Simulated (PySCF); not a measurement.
# Solver options tried on InSi (quartet)

Aim: find out which solver settings change the answer for InSi (quartet).

Program: PySCF 2.14.0. Level of theory: each script names its method and basis. These are calculated values, not measurements.

2 further runs of the same task are left out: 1 for a known fault of the program, 1 that didn't finish.

## (1) Where the work starts

InSi (quartet): 2 atoms, charge 0, spin multiplicity 4.

Bond lengths: In1–Si2 2.505 Å.

## (2) Base script

File input.py:

```python
from pyscf import gto, dft

mol = gto.M(
    atom='In 0 0 0; Si 0 0 2.505',
    basis='def2-svpd',
    ecp={'In': 'def2-svpd'},
    charge=0,
    spin=3,
    verbose=3,
)
mf = dft.UKS(mol, xc='mn15')
mf.kernel()
mf.mulliken_pop()
mf.dip_moment()
print('orbital energies (hartree):', [e[max(0, n-3):n+3].round(4) for e, n in zip(mf.mo_energy, mol.nelec)])
```

On the command line:

```bash
$ python input.py
```

Its log is not repeated here.

In short: E(SCF) = -478.918593 Eh, ⟨S²⟩ = 3.753, μ = 1.22 D.

The bond length is a typed value, not an optimised one. The quartet is typed in the script; nothing here shows that it is the ground state.

## (3) DIIS space 4

Edit 1 changes DIIS space: default → 4.

File input.py:

```python
from pyscf import gto, dft

mol = gto.M(
    atom='In 0 0 0; Si 0 0 2.505',
    basis='def2-svpd',
    ecp={'In': 'def2-svpd'},
    charge=0,
    spin=3,
    verbose=3,
)
mf = dft.UKS(mol, xc='mn15')
mf.diis_space = 4
mf.kernel()
mf.mulliken_pop()
mf.dip_moment()
print('orbital energies (hartree):', [e[max(0, n-3):n+3].round(4) for e, n in zip(mf.mo_energy, mol.nelec)])
```

On the command line:

```bash
$ python input.py
```

## (4) DIIS space 2

Edit 2 changes DIIS space: default → 2.

input.py: that of step 2 with these lines changed.

```diff
@@ -11,2 +11,3 @@
 mf = dft.UKS(mol, xc='mn15')
+mf.diis_space = 2
 mf.kernel()
```

## (5) Second-order solver on

Edit 3 changes second-order solver: off → on.

input.py: that of step 2 with these lines changed.

```diff
@@ -11,2 +11,3 @@
 mf = dft.UKS(mol, xc='mn15')
+mf = mf.newton()
 mf.kernel()
```

## (6) Point-group symmetry on

Edit 4 changes point-group symmetry: off → on.

input.py: that of step 2 with these lines changed.

```diff
@@ -8,2 +8,3 @@
     spin=3,
+    symmetry=True,
     verbose=3,
```

Q: Predict the outcome of this session. Wanted: for each run, E(SCF); from base; SCF dipole.

The runs gave:

```csv
run,E(SCF) (hartree),from base (eV),SCF dipole (D)
base,-478.918593,0,1.22
DIIS space 4,-478.918593,0.0000,1.22
DIIS space 2,-478.918593,0.0000,1.22
second-order solver on,-478.918593,0.0000,1.22
point-group symmetry on,-478.918593,0.0000,1.22
```

The SCF energy stays the same, to the digits that matter, with DIIS space 4 or DIIS space 2 or second-order solver on or point-group symmetry on. The dearest run is “second-order solver on”, at 30 s against 7.5 s.
